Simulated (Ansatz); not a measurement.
# Cr (Cr, hcp): the cost of one run

Method: DFT PBEsol, plane waves (420 eV) with PAW, scalar-relativistic; PAW files made under PBE, frozen cores solved again for the functional, in Ansatz 0.2.0.

## 1. The system as given

It takes space group P6_3/mmc (No. 194, hexagonal). Conventional cell: a = 2.569 Å, b = 2.569 Å, c = 4.196 Å, α = 90.00°, β = 90.00°, γ = 120.00°. Cr (site symmetry -6m2) is surrounded by 12 Cr at 2.57 Å.

Structure file:

```cif
data_structure
_symmetry_space_group_name_H-M 'P 1'
_symmetry_Int_Tables_number 1
_cell_length_a 2.5693
_cell_length_b 2.5693
_cell_length_c 4.1956
_cell_angle_alpha 90.000
_cell_angle_beta 90.000
_cell_angle_gamma 120.000
_cell_volume 23.99
loop_
_atom_site_label
_atom_site_type_symbol
_atom_site_fract_x
_atom_site_fract_y
_atom_site_fract_z
_atom_site_occupancy
Cr1 Cr 0.33333 0.66667 0.25000 1
Cr2 Cr 0.66667 0.33333 0.75000 1
```

The atoms start with moments of +1.5, -1.5 μB.

## 2. Geometry optimisation

File input.yaml:

```yaml
crystal:
  lattice:
    - [2.569259227, 0.0, 0.0]
    - [-1.2846296135, 2.2250437595, 0.0]
    - [0.0, 0.0, 4.1956003177]
  atoms:
    - { symbol: Cr, position: [0.3333333333, 0.6666666667, 0.25], spin: 1.5 }
    - { symbol: Cr, position: [0.6666666667, 0.3333333333, 0.75], spin: -1.5 }
hamiltonian:
  xc: pbesol
  pseudopotentials:
    kind: paw
    azcp:
      Cr: "pseudopotentials/Cr.paw.azcp"
basis:
  ecutwfc: 420
  fft_grid_basis: typed
kpoints:
  mp_grid: { grid: [14, 14, 8], shift: [0, 0, 0] }
magnetization:
  spin_polarized: true
scf:
  occupations: { method: fermi_dirac, width: 0.05 }
relax:
  max_steps: 60
  f_tol: 0.01
  cell: {}
```

Q: Estimate wall time and peak memory on 2 threads of Arm Neoverse V1, shared host.

About 68 s, with a peak of 0.4 GiB.
